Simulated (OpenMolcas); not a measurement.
**Ni²⁺ among point charges: CASSCF levels and susceptibility**

How does a field of 6 point charges split the states of Ni²⁺, and what χT follows?

Method: state-averaged CASSCF, spin-orbit coupling by RASSI with atomic mean-field integrals. Code: OpenMolcas 26.06.

1 further run of the same task is left out (set aside as unsound or not needed).

## (1) The system

| Quantity | Value |
| --- | --- |
| Species | Ni²⁺ (nickel, Z = 28, 26 electrons) |
| Basis | ANO-RCC-VDZP [5s4p2d1f], 34 functions |
| Scalar Hamiltonian | DKH2, point nucleus |
| Inactive shells | 1s 2s 2p 3s 3p |
| Active space | 8 electrons in 5 orbitals (3d) |
| Some configurations of this space | 3d⁸ |
| Orbitals | optimised for each spin and parity, averaged over all roots |

The outer shells:

3d8
```
3d [↑↓][↑↓][↑↓][↑ ][↑ ]
```

The ion sits among 6 point charges of -1.5 e arranged as a tetragonal octahedron (D4h), 1.82 Å from the ion, with the axial distance 1.893 Å.

The work runs as a chain of OpenMolcas steps in one folder; each step below is one input file. Labels, J, g values, rates, χT and fits are worked out afterwards by a script from the matrices that RASSI stores. The input lists half of the charges; inversion (Group=XYZ) makes the rest.

## (2) GATEWAY and SEWARD: basis and integrals

a.inp reads:

```
&GATEWAY
Coord
1

Ni 0.0 0.0 0.0
Basis=ANO-RCC-VDZP
Group=XYZ
NoMove
AngMom=0.0 0.0 0.0
AMFI
XField
3 Angstrom 0
1.820000 0.000000 0.000000 -1.500000
0.000000 1.820000 0.000000 -1.500000
0.000000 0.000000 1.892800 -1.500000
&SEWARD
```

Run with:

```bash
OMP_NUM_THREADS=1 MOLCAS_MEM=1689 MOLCAS_PROJECT=a pymolcas a.inp > a.log
```

## (3) CASSCF: triplets of even parity, 10 roots

a.inp reads:

```
&RASSCF
FileOrb=start.orb
Symmetry=1
Spin=3
nActEl=8 0 0
Inactive=3 6
Ras2=5 0
CIRoot=10 10 1
SDav=10
CIMx=300
Iter=120 100
PrWF=0.3
OrbListing=Nothing
MaxOrb=0
>>> COPY $Project.JobIph JOB001
```

start.orb holds the contracted functions of the basis, ordered by shell, or the orbitals of the step before.

## (4) CASSCF: singlets of even parity, 15 roots

a.inp reads:

```
&RASSCF
FileOrb=start.orb
Symmetry=1
Spin=1
nActEl=8 0 0
Inactive=3 6
Ras2=5 0
CIRoot=15 15 1
SDav=15
CIMx=300
Iter=120 100
PrWF=0.3
OrbListing=Nothing
MaxOrb=0
>>> COPY $Project.JobIph JOB002
```

## (5) RASSI: spin-orbit coupling between the states

a.inp reads:

```
&RASSI
NrOfJobIphs=2 10 15
1 2 3 4 5 6 7 8 9 10
1 2 3 4 5 6 7 8 9 10 11 12 13 14 15
IphNames
JOB001
JOB002
EJob
SpinOrbit
DIPRint=1.0
SOCoupling=1000.0
Subsets=2
Property=9
'ANGMOM' 1 'ANGMOM' 2 'ANGMOM' 3 'MLTPL  1' 1 'MLTPL  1' 2 'MLTPL  1' 3
'AMFI' 1 'AMFI' 2 'AMFI' 3
SOProperty=3
'ANGMOM' 1 'ANGMOM' 2 'ANGMOM' 3
```

What does the calculation give? Wanted: spin-free ground state; first state of the same spin within the active space; lowest level; next level.

The runs gave:

```
                                            quantity                            value
                                              method                           CASSCF
                              spin-free ground state  3B1, 1-fold in its orbital part
first state of the same spin within the active space                  3E at 2620 cm⁻¹
                                        lowest level                        1-fold B2
                                          next level                        15.4 cm⁻¹
                                         χT at 300 K                   1.87 cm³ K/mol
                           effective moment at 300 K                          3.87 μB
```

**Reading.** The spin-free ground state (3B1) comes to 100 % from free-ion F terms and keeps the highest spin of the shell. χT at 300 K is 1.87, against 1.00 cm³ K/mol for the spin alone, so orbital moment adds to it. The field of point charges can differ much from that of real complexes. This is an electrostatic model: the charges have no orbitals.
